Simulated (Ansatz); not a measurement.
The system is NaLaMnMoO6.

```xyz
10
Lattice="0.0000 3.8626 3.8626 3.8626 0.0000 3.8626 3.8626 3.8626 0.0000" Properties=species:S:1:pos:R:3 pbc="T T T"
Na    1.9313    1.9313    1.9313
La    5.7939    5.7939    5.7939
Mn    3.8626    3.8626    3.8626
Mo    0.0000    0.0000    0.0000
O     1.9574    3.8626    3.8626
O     3.8626    3.8626    1.9574
O     3.8626    1.9574    3.8626
O     3.8626    5.7678    3.8626
O     3.8626    3.8626    5.7678
O     5.7678    3.8626    3.8626
```

The cell was built by a generator and needn't be a form met in nature.

```yaml
Program: Ansatz 0.2.0
Task: relaxation of cell and atoms
Functional: PBEsol
Potentials_or_basis: Ansatz PAW
Cutoff: "420 eV (not typed: the program's choice for these potentials)"
k_mesh: 5 × 5 × 5
Occupations: fermi-dirac, width 0.05 eV
Spin: collinear spin, ferromagnetic start
Starting_moments: "[0.0, 0.0, 4.0, 1.0, 0.0, 0.0, 0.0, 0.0, 0.0, 0.0] μB"
```

At the start: volume 11.53 Å³/atom.

**Question.** How do energy, volume and symmetry change on relaxing?

**Answer.** It ends after 7 steps and the volume is 11.11 Å³/atom (-3.6 %); space group F-43m (No. 216, to 0.05 Å); moment 1.09 μB per cell.

The path:
```csv
step,energy change (eV),largest force (eV/Å),volume (Å³)
1,0.0000,0.0522,115.26
2,-0.0943,0.1695,111.78
3,-0.0996,0.0650,111.36
4,-0.1006,0.0004,111.24
5,-0.0869,0.0004,111.24
6,-0.0876,0.0004,111.10
7,-0.0862,0.0004,111.10
```

Final structure:
```xyz
10
Lattice="0.0000 3.8155 3.8155 3.8155 0.0000 3.8155 3.8155 3.8155 0.0000" Properties=species:S:1:pos:R:3 pbc="T T T"
Na    1.9078    1.9078    1.9078
La    5.7233    5.7233    5.7233
Mn    3.8155    3.8155    3.8155
Mo    0.0000    0.0000    0.0000
O     1.9369    3.8155    3.8155
O     3.8155    3.8155    1.9369
O     3.8155    1.9369    3.8155
O     3.8155    5.6942    3.8155
O     3.8155    3.8155    5.6942
O     5.6942    3.8155    3.8155
```

Caveat: the plane-wave basis is chosen anew once the cell has moved, so the energies of steps on either side of that aren't comparable; the pressure holds a Pulay correction of +0.7 GPa for the finite cutoff; a cell with one magnetic atom can't hold antiferromagnetic order, which such compounds often take; the PAW data sets come from PBE, with cores solved anew for the run's functional, which leaves a small shift of forces and pressure; the starting moments weren't kept.
